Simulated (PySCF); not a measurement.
# A diatomic session: ZrBr

One job finds the state of ZrBr, follows it along the bond with each method and fits the curves.

The runs use PySCF 2.14.0; Zr x2c-TZVPPall, Br x2c-TZVPPall, spin-free X2C with a Gaussian nucleus.

## (1) The job

Settings of the job:

| Quantity | Value |
| --- | --- |
| atoms | Zr, Br |
| charge | 0 |
| basis | Zr x2c-TZVPPall, Br x2c-TZVPPall |
| Hamiltonian | spin-free X2C with a Gaussian nucleus |
| basis functions | 127 |
| electrons treated | 75 |
| masses in u | 89.9047, 78.9183 |
| levels | PBE0, PBE, r²SCAN, PW91, M06, M06-2X, BHandHLYP, LC-ωPBE, HF, MP2, SCS-MP2 |
| grid | 80 radial by 434 angular points |
| occupations | held fixed by the projection of orbital angular momentum |
| dissociation limit | Zr + Br, each in its ground configuration |
| starting distance in angstrom | 2.520 |
| values of 2S to try | 1, 3, 5 |

Started as:

```
> OMP_NUM_THREADS=2 python dia.py task.json out
```

After this run come: PBE0 along the bond; Higher solutions at PBE0; PBE (GGA); r²SCAN; PW91; M06 (hybrid meta-GGA); M06-2X (hybrid meta-GGA); BHandHLYP; LC-ωPBE (range-separated hybrid); UHF (mean field).

Before running it: what results should come out? Wanted: for each run, Re; ωe; De; μ.

As calculated:

Lowest PBE0 solution found, without spin–orbit coupling: quartet, unpaired electrons σ ↑, π ↑, δ ↑. State 2 has its PBE0 minimum 0.01 eV higher. State 3 has its PBE0 minimum 0.01 eV higher. State 4 has its PBE0 minimum 0.26 eV higher. The other levels ran on the lowest alone.

| level | Re (Å) | ωe (cm⁻¹) | De (eV) | μ (D) |
| --- | --- | --- | --- | --- |
| UHF | 2.618 | 238.7 | 3.58 | -3.95 |
| UHF-MP2 | 2.509 | 267.3 | 4.18 | n/a |
| UHF-SCS-MP2 | 2.536 | 259.5 | 3.83 | n/a |
| PBE | 2.509 | 262.3 | 4.52 | -3.02 |
| PW91 | 2.508 | 263.1 | 4.56 | -3.03 |
| r²SCAN | 2.517 | 263.2 | 4.75 | -3.38 |
| PBE0 | 2.513 | 264.2 | 4.41 | -3.51 |
| M06 | 2.510 | 269.9 | 3.54 | -3.87 |
| BHandHLYP | 2.549 | 254.9 | 3.84 | -3.93 |
| M06-2X | 2.549 | 250.4 | 3.78 | -3.73 |
| LC-ωPBE | 2.521 | 263.8 | 4.45 | -3.82 |

De is counted to Zr + Br in their ground configurations. A positive dipole means Zr(−)Br(+).

Bond lengths run from 2.508 Å (PW91) to 2.618 Å (UHF). Among the levels with a De in the table, it runs from 3.54 eV (M06) to 4.75 eV (r²SCAN).

Correlated steps freeze 23 core orbitals. The state is the lowest single determinant that the PBE0 search found; with open d or f shells the true ground state can be another one. Spin–orbit coupling is left out.
